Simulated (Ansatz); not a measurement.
# SnN4H8: ionisation energy by level of theory

How much energy removes an electron from SnN4H8 at fixed geometry? The cation is run at each level and the neutral's energy taken from earlier runs.

Program: Ansatz 0.2.0, Gaussian basis. Level of theory: unrestricted cation, the program's frozen cores in correlated methods. These are calculated values, not measurements.

Plan: UKS PBE-D4/def2-TZVPP; UKS r2SCAN-D4/def2-TZVPP; UKS PBE0-D4/def2-TZVPP; UKS B3LYP-D4/def2-TZVPP; UKS wB97X-V/def2-TZVPP; UKS wB97M-V/def2-TZVPP; UKS B2PLYP/def2-TZVPP; UHF-CCSD(T)/def2-TZVPP; UHF-MP2/def2-QZVPP; extrapolation to the limit; then −ε(HOMO) from the neutral's earlier runs with LDA (SPW92), PBE-D4, revPBE-D4, BLYP-D4, r2SCAN-D4, B97M-V, PBE0-D4, B3LYP-D4, r2SCANh-D4, r2SCAN0-D4, HSE06-D4, BHLYP-D4, CAM-B3LYP-D4, LC-ωPBE, ωB97X-V, ωB97M-V.

## 1. Structure used throughout

All runs share one geometry, relaxed beforehand with PBE0-D4/def2-TZVP. Sn takes the def2 core potential; no spin-orbit term is included.

SMILES `[NH2][Sn]([NH2])([NH2])[NH2]`, 13 atoms, charge 0, spin multiplicity 1.

Atoms are counted from 1 here; the program's logs count them from 0.

Bond lengths: N1–Sn2 2.019 Å, N1–H6 1.011 Å, N1–H7 1.011 Å, Sn2–N3 2.019 Å, Sn2–N4 2.019 Å, Sn2–N5 2.019 Å, N3–H8 1.011 Å, N3–H9 1.011 Å, N4–H10 1.011 Å, N4–H11 1.011 Å, N5–H12 1.011 Å, N5–H13 1.011 Å. Angles: Sn2–N1–H6 114.2°, Sn2–N1–H7 114.2°, H6–N1–H7 108.4°, N1–Sn2–N3 102.5°, N1–Sn2–N4 124.5°, N1–Sn2–N5 102.5°, N3–Sn2–N4 102.5°, N3–Sn2–N5 124.5°, N4–Sn2–N5 102.5°, Sn2–N3–H8 114.2°, Sn2–N3–H9 114.2°, H8–N3–H9 108.4°, Sn2–N4–H10 114.2°, Sn2–N4–H11 114.2°, H10–N4–H11 108.4°, Sn2–N5–H12 114.2°, Sn2–N5–H13 114.2°, H12–N5–H13 108.4°.

## 2. Cation, UKS PBE-D4/def2-TZVPP

The input, in.yaml:

```yaml
crystal:
  periodic: [false, false, false]
  atoms:
    - {symbol: N, position_ang: [-2.000004, 0.174404, 0.195048]}
    - {symbol: Sn, position_ang: [0.001648, -0.002705, 0.001112]}
    - {symbol: N, position_ang: [0.407227, -1.634272, 1.118723]}
    - {symbol: N, position_ang: [0.949819, -0.412899, -1.733320]}
    - {symbol: N, position_ang: [0.649310, 1.862020, 0.424077]}
    - {symbol: H, position_ang: [-2.401690, 0.935100, -0.336660]}
    - {symbol: H, position_ang: [-2.513161, -0.670108, -0.019855]}
    - {symbol: H, position_ang: [1.390590, -1.863604, 1.175114]}
    - {symbol: H, position_ang: [0.034951, -1.595435, 2.058217]}
    - {symbol: H, position_ang: [0.717170, -1.313889, -2.129285]}
    - {symbol: H, position_ang: [0.826635, 0.290843, -2.449048]}
    - {symbol: H, position_ang: [0.302584, 2.232235, 1.299005]}
    - {symbol: H, position_ang: [1.655422, 1.963610, 0.411771]}
basis:
  gaussian: {orbitals: def2-TZVPP}
total_charge: 1
magnetization: {spin_polarized: true, initial_magnetization: 1}
hamiltonian: {xc: pbe, dispersion: d4}
```

Started as:

```sh
$ ansatz run in.yaml --threads 2 --pin off --events-out ev --progress --plain --max-ram 32768MiB --backend cuda --devices 0, --max-vram 18GiB
```

The runs that follow: Cation, UKS r2SCAN-D4/def2-TZVPP; Cation, UKS PBE0-D4/def2-TZVPP; Cation, UKS B3LYP-D4/def2-TZVPP; Cation, UKS wB97X-V/def2-TZVPP; Cation, UKS wB97M-V/def2-TZVPP; Cation, UKS B2PLYP (frozen core)/def2-TZVPP; Cation, UHF-CCSD(T)/def2-TZVPP; Cation, UHF-MP2/def2-QZVPP.

Q: Predict the results of all the runs planned. Wanted: ionisation energy, CCSD(T)/CBS; nearest functional by difference; nearest −ε(HOMO); −ε(HOMO) of PBE; T1 of the cation.

**Answer**, as computed:

| quantity | value |
| --- | --- |
| ionisation energy, CCSD(T)/CBS | 9.39 eV |
| nearest functional by difference | ωB97X-V (-0.16 eV) |
| nearest −ε(HOMO) | ωB97X-V (-0.04 eV) |
| −ε(HOMO) of PBE | 5.48 eV |
| T1 of the cation | 0.041 |

**Reading.** Energy differences with functionals land within 1.23 eV of the reference. The PBE orbital energy is 3.9 eV too small: a semilocal HOMO is no ionisation energy. Among orbital estimates ωB97X-V comes nearest. Hartree-Fock falls 1.29 eV short, as the neutral has more correlation energy than the cation. The cation's T1 (from the report) is 0.041, near the customary mark of 0.045 for open shells, so the coupled-cluster value is less safe. The cation may have settled in a state other than its lowest; no search over hole states beyond the program's own was made. Correlated methods include outer-core shells of Sn, which these sets cover unevenly. With outer-core shells in play the reference is unsure by up to some tenths of an eV, so close misses can't be ranked.
